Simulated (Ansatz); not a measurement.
# CH11AlBInSi2: a ladder of functionals and wavefunction methods

Aim: compute CH11AlBInSi2 with functionals from several rungs and with coupled cluster. The yardstick is the atomisation energy at the CCSD(T) limit.

Method: functionals in def2-TZVPP, the program's frozen cores in correlated methods; program: Ansatz 0.2.0, Gaussian basis.

Plan: LDA (SPW92), PBE-D4, revPBE-D4, BLYP-D4, r2SCAN-D4, B97M-V, PBE0-D4, B3LYP-D4, r2SCANh-D4, r2SCAN0-D4, HSE06-D4, BHLYP-D4, CAM-B3LYP-D4, LC-ωPBE, ωB97X-V, ωB97M-V, B2PLYP, PBE-QIDH; CCSD(T)/def2-SVP; CCSD(T)/def2-TZVPP; MP2/def2-QZVPP; extrapolation to the limit; RPA on PBE.

## (1) The geometry

The geometry comes from an earlier relaxation with PBE0-D4 in a triple-zeta def2 set; it is a stationary point, not always the lowest conformer. In takes the def2 core potential; no spin-orbit term is included.

17 atoms, charge 0, spin multiplicity 1.

Atoms are counted from 1 here; the program's logs count them from 0.

Bond lengths: B1–Si2 2.031 Å, B1–In6 2.431 Å, B1–H7 1.270 Å, B1–H8 1.199 Å, B1–H16 1.273 Å, Si2–Al3 2.424 Å, Si2–Si4 2.348 Å, Si2–H9 1.493 Å, Al3–H10 1.599 Å, Al3–H11 1.591 Å, Si4–C5 1.886 Å, Si4–H12 1.496 Å, Si4–H13 1.494 Å, C5–In6 2.133 Å, C5–H14 1.095 Å, C5–H15 1.092 Å, In6–H7 2.029 Å, In6–H16 2.033 Å and more. Angles: Si2–B1–In6 107.6°, Si2–B1–H7 107.9°, Si2–B1–H8 120.3°, Si2–B1–H16 108.5°, In6–B1–H7 56.5°, In6–B1–H8 132.1°, In6–B1–H16 56.7°, H7–B1–H8 104.6°, H7–B1–H16 110.4°, H8–B1–H16 105.0°, B1–Si2–Al3 113.0°, B1–Si2–Si4 100.8°, B1–Si2–H9 114.2°, Al3–Si2–Si4 104.9°, Al3–Si2–H9 114.1°, Si4–Si2–H9 108.4°, Si2–Al3–H10 116.2°, Si2–Al3–H11 126.4° and more.

## (2) LDA

This LDA is Slater exchange with PW92 correlation.

File in.yaml:

```yaml
crystal:
  periodic: [false, false, false]
  atoms:
    - {symbol: B, position_ang: [-0.559176, -1.625207, 0.670771]}
    - {symbol: Si, position_ang: [1.119331, -0.502843, 0.893440]}
    - {symbol: Al, position_ang: [2.681976, -0.760048, -0.942195]}
    - {symbol: Si, position_ang: [0.239808, 1.659112, 0.638692]}
    - {symbol: C, position_ang: [-1.076376, 1.529219, -0.706273]}
    - {symbol: In, position_ang: [-2.235253, -0.236575, -0.411823]}
    - {symbol: H, position_ang: [-0.825509, -1.687802, -0.568965]}
    - {symbol: H, position_ang: [-0.577035, -2.765807, 1.041222]}
    - {symbol: H, position_ang: [1.746312, -0.599872, 2.245452]}
    - {symbol: H, position_ang: [2.075472, -0.595102, -2.412497]}
    - {symbol: H, position_ang: [4.244710, -1.034419, -0.820802]}
    - {symbol: H, position_ang: [-0.451520, 2.067209, 1.900469]}
    - {symbol: H, position_ang: [1.204657, 2.748210, 0.301606]}
    - {symbol: H, position_ang: [-0.599362, 1.401902, -1.684123]}
    - {symbol: H, position_ang: [-1.722003, 2.407809, -0.759184]}
    - {symbol: H, position_ang: [-1.509847, -1.059199, 1.300216]}
    - {symbol: H, position_ang: [-3.756184, -0.946608, -0.685996]}
basis:
  gaussian: {orbitals: def2-TZVPP}
hamiltonian: {xc: lda}
output: {orbitals: {seedname: orbitals}}
```

Command:

```bash
> ansatz run in.yaml --threads 2 --pin off --events-out ev --progress --plain --max-ram 22528MiB --backend cuda --devices 0, --max-vram 18GiB
```

Further steps of the session: PBE-D4 (GGA); revPBE-D4 (GGA); BLYP-D4 (GGA); r2SCAN-D4 (meta-GGA); B97M-V (meta-GGA); B3LYP-D4 (hybrid); r2SCANh-D4 (hybrid); r2SCAN0-D4 (hybrid); HSE06-D4 (hybrid); BHLYP-D4 (hybrid); CAM-B3LYP-D4 (range-separated); LC-ωPBE (range-separated); ωB97X-V (range-separated); ωB97M-V (range-separated); B2PLYP (double hybrid); PBE-QIDH (double hybrid); CCSD(T) in def2-SVP; CCSD(T) in def2-TZVPP; MP2 in def2-QZVPP; RPA on PBE orbitals.

Q: Predict the results of all the runs planned. Wanted: atomisation energy, CCSD(T)/CBS; farthest beyond LDA; mean size of error, GGA; mean size of error, meta-GGA; mean size of error, hybrid; mean size of error, range-separated; mean size of error, double hybrid; gap, smallest and largest; T1 diagnostic.

As calculated:

| quantity | value |
| --- | --- |
| atomisation energy, CCSD(T)/CBS | 5050.9 kJ/mol |
| functionals within 50.5 kJ/mol (1.0 %) | PBE-D4, r2SCAN-D4, PBE0-D4, B3LYP-D4, r2SCANh-D4, r2SCAN0-D4, HSE06-D4, CAM-B3LYP-D4, LC-ωPBE, ωB97X-V, ωB97M-V, PBE-QIDH |
| farthest beyond LDA | B2PLYP (-115.3 kJ/mol) |
| mean size of error, GGA | 77.8 kJ/mol |
| mean size of error, meta-GGA | 38.9 kJ/mol |
| mean size of error, hybrid | 32.5 kJ/mol |
| mean size of error, range-separated | 22.4 kJ/mol |
| mean size of error, double hybrid | 76.8 kJ/mol |
| gap, smallest and largest | 3.13 eV (LDA (SPW92)), 9.41 eV (LC-ωPBE) |
| T1 diagnostic | 0.0145 |
| triples share of the correlation energy | 3.8 % |

What this shows: LDA overbinds by 577.3 kJ/mol (11 %). PBE-D4 is off by -19.0 kJ/mol. Double hybrids carry the basis error of their MP2 part in triple zeta, and no dispersion term here, so their miss is partly the set-up's. The rungs range-separated, hybrid, meta-GGA miss on average by less than the doubt on the reference (50.5 kJ/mol), so they tie. Misses under about 50.5 kJ/mol are within the doubt on the reference itself, which lacks core-valence correlation, spin-orbit coupling and higher excitations, and its outer-core shells are covered unevenly. All levels share the lack of spin-orbit coupling, which lowers the free heavy atoms and so the true binding. Hartree-Fock recovers 75 % of the binding; the rest is correlation. CCSD(T) in def2-SVP is off by -301.4 kJ/mol, more than most functionals: a good method in a small basis is no reference. Orbital gaps span 3.1 to 9.4 eV; exact exchange widens them. Correlated methods include outer-core shells of In, which these sets cover unevenly.
